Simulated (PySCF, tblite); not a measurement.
**C₂H₆BN− (doublet): geometry, infrared bands and EPR parameters**

Wanted: the infrared bands and EPR parameters of C₂H₆BN− (doublet) (`[BH2-]/C=N/C`), by calculation.

The runs use tblite 0.8.0 and PySCF 2.14.0, with density-fitted response routines of our own; the level of theory stands in each step. All values are computed, except where a source is named. Atoms count from 0, in the outputs and in this text.

**1. The starting structure**

10 atoms, charge -1, multiplicity 2; geometry from: force field or distance geometry start.

Bonds of the start (Å): B0–C1 1.58, C1–N2 1.27, N2–C3 1.45, B0–H4 1.19, B0–H5 1.18, C1–H6 1.09, C3–H7 1.10, C3–H8 1.10, C3–H9 1.13.

**2. Relaxing the molecule with GFN2-xTB**

Job settings and geometry (Å):

```
{"job": {"kind": "relax", "xc": "GFN2-xTB", "basis": "xTB"}, "charge": -1, "multiplicity": 2}
B      2.143300    -0.042200    -0.298500
C      0.596900    -0.383000    -0.239200
N     -0.249900     0.529800     0.027900
C     -1.673200     0.262000     0.093100
H      2.308900     1.128300    -0.134900
H      2.712900    -0.644200     0.544700
H      0.289500    -1.412700    -0.394900
H     -2.030200    -0.140400    -0.864900
H     -2.212400     1.190200     0.330900
H     -1.877000    -0.483300     0.913400
```

Launch:

```
OMP_NUM_THREADS=1 python probes_run.py task.json out
```

One launch serves the whole session: the jobs run in the order shown.

**Question.** This job is followed by: GFN2-xTB harmonic vibrations, gas phase; UKS B3LYP, pcH-1 on B C H N, non-relativistic, mean-field spin-orbit, GIAO. Predict these results of the whole session: strongest single infrared mode (GFN2-xTB); zero-point energy (GFN2-xTB); g(iso) (B3LYP); ⟨S²⟩; largest a(iso) (averaged by class).

As calculated:

```
                                 quantity                  value
strongest single infrared mode (GFN2-xTB)  2276 cm⁻¹, 559 km/mol
             zero-point energy (GFN2-xTB)          45.7 kcal/mol
                           g(iso) (B3LYP)                2.00308
                                     ⟨S²⟩     0.760 (exact 0.75)
       largest a(iso) (averaged by class)   13C on C1, -34.2 MHz
```

What this shows: Over 79 steps the energy fell by 0.972 eV; of the close pairs, B0–C1 changed most, 1.585 to 1.490 Å. No mode is imaginary among the 24: a minimum at this level. The strongest single mode, at 2276 cm⁻¹, moves mainly H5. Unscaled tight-binding wavenumbers are off by several per cent, some by more. Its intensities can rank the bands wrongly. The largest share of the spin, 0.65 e, sits on B0. The isotropic g lies 0.8 ppt above the free-electron value. The records flag this anion as possibly unbound in the gas phase, so the basis may hold the extra electron. The conformer search found further structures of the same energy, which may be mirror or relabelled copies of this one.
